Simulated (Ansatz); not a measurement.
**CH₂Cl₂FSi radical: a ladder of functionals and wavefunction methods**

How much do the methods differ for CH₂Cl₂FSi radical? The plan is to run it at one geometry with functionals of several rungs and with coupled cluster, and see how far each lands from CCSD(T) at the basis-set limit for the atomisation energy.

Method: functionals in def2-TZVPP, the program's frozen cores in correlated methods; program: Ansatz 0.2.0, Gaussian basis.

The runs, in order: LDA (SPW92), PBE-D4, revPBE-D4, BLYP-D4, r2SCAN-D4, B97M-V, PBE0-D4, B3LYP-D4, r2SCANh-D4, r2SCAN0-D4, HSE06-D4, BHLYP-D4, CAM-B3LYP-D4, LC-ωPBE, ωB97X-V, ωB97M-V, B2PLYP, PBE-QIDH; CCSD(T)/def2-SVP; CCSD(T)/def2-TZVPP; MP2/def2-QZVPP; extrapolation to the limit; RPA on PBE.

### 1 The geometry

An earlier PBE0-D4 in a triple-zeta def2 set relaxation fixed the geometry.

7 atoms, charge 0, spin multiplicity 2.

Atoms are counted from 1 here; the program's logs count them from 0.

Bond lengths: C1–Si2 1.813 Å, C1–H6 1.085 Å, C1–H7 1.084 Å, Si2–F3 1.583 Å, Si2–Cl4 2.032 Å, Si2–Cl5 2.032 Å. Angles: Si2–C1–H6 121.8°, Si2–C1–H7 122.0°, H6–C1–H7 116.2°, C1–Si2–F3 109.6°, C1–Si2–Cl4 111.6°, C1–Si2–Cl5 111.7°, F3–Si2–Cl4 107.7°, F3–Si2–Cl5 107.6°, Cl4–Si2–Cl5 108.4°.

### 2 LDA

This LDA is Slater exchange with PW92 correlation.

Input file in.yaml:

```yaml
crystal:
  periodic: [false, false, false]
  atoms:
    - {symbol: C, position_ang: [-0.249865, 0.759640, 0.827751]}
    - {symbol: Si, position_ang: [0.208934, -0.467773, -0.425930]}
    - {symbol: F, position_ang: [1.413065, -1.346777, 0.107327]}
    - {symbol: Cl, position_ang: [-1.333539, -1.722094, -0.846746]}
    - {symbol: Cl, position_ang: [0.808671, 0.413859, -2.156080]}
    - {symbol: H, position_ang: [0.278988, 0.836932, 1.771446]}
    - {symbol: H, position_ang: [-1.065055, 1.458115, 0.676629]}
basis:
  gaussian: {orbitals: def2-TZVPP}
magnetization: {spin_polarized: true, initial_magnetization: 1}
hamiltonian: {xc: lda}
output: {orbitals: {seedname: orbitals}}
```

The runs that follow: PBE-D4 (GGA); revPBE-D4 (GGA); BLYP-D4 (GGA); r2SCAN-D4 (meta-GGA); B97M-V (meta-GGA); PBE0-D4 (hybrid); B3LYP-D4 (hybrid); r2SCANh-D4 (hybrid); r2SCAN0-D4 (hybrid); HSE06-D4 (hybrid); BHLYP-D4 (hybrid); CAM-B3LYP-D4 (range-separated); LC-ωPBE-D4 (range-separated); ωB97X-V (range-separated); ωB97M-V (range-separated); B2PLYP (double hybrid); PBE-QIDH (double hybrid); CCSD(T) in def2-SVP; CCSD(T) in def2-TZVPP; MP2 in def2-QZVPP; RPA on PBE orbitals.

Before running them: what should the planned runs give, taken together? Wanted: atomisation energy, CCSD(T)/CBS; farthest beyond LDA; mean size of error, GGA; mean size of error, meta-GGA; mean size of error, hybrid; mean size of error, range-separated; mean size of error, double hybrid; gap, smallest and largest; T1 diagnostic.

The runs gave:

```
                               quantity                                                                             value
        atomisation energy, CCSD(T)/CBS                                                                         26.743 eV
    functionals within 0.134 eV (0.5 %)  PBE0-D4, r2SCAN0-D4, HSE06-D4, CAM-B3LYP-D4, LC-ωPBE, ωB97X-V, ωB97M-V, PBE-QIDH
                    farthest beyond LDA                                                              BHLYP-D4 (-0.892 eV)
                mean size of error, GGA                                                                          0.356 eV
           mean size of error, meta-GGA                                                                          0.312 eV
             mean size of error, hybrid                                                                          0.257 eV
    mean size of error, range-separated                                                                          0.092 eV
      mean size of error, double hybrid                                                                          0.251 eV
              gap, smallest and largest                                         1.49 eV (LDA (SPW92)), 10.19 eV (LC-ωPBE)
                          T1 diagnostic                                                                            0.0106
triples share of the correlation energy                                                                             3.7 %
```

In words: LDA overbinds by 3.673 eV (14 %). PBE-D4 is off by +0.425 eV. Double hybrids carry the basis error of their MP2 part in triple zeta, and no dispersion term here, so their miss is partly the set-up's. Taken by rung, range-separated functionals do best (0.092 eV on average) and GGA ones worst beyond LDA (0.356 eV). Misses under about 0.134 eV are within the doubt on the reference itself, which lacks core-valence correlation, relativity and higher excitations. Hartree-Fock recovers 76 % of the binding; the rest is correlation. CCSD(T) in def2-SVP is off by -2.230 eV, worse than the median functional, from the basis alone. The gap grows from 1.5 to 10.2 eV across the functionals, mostly with the share of exact exchange.
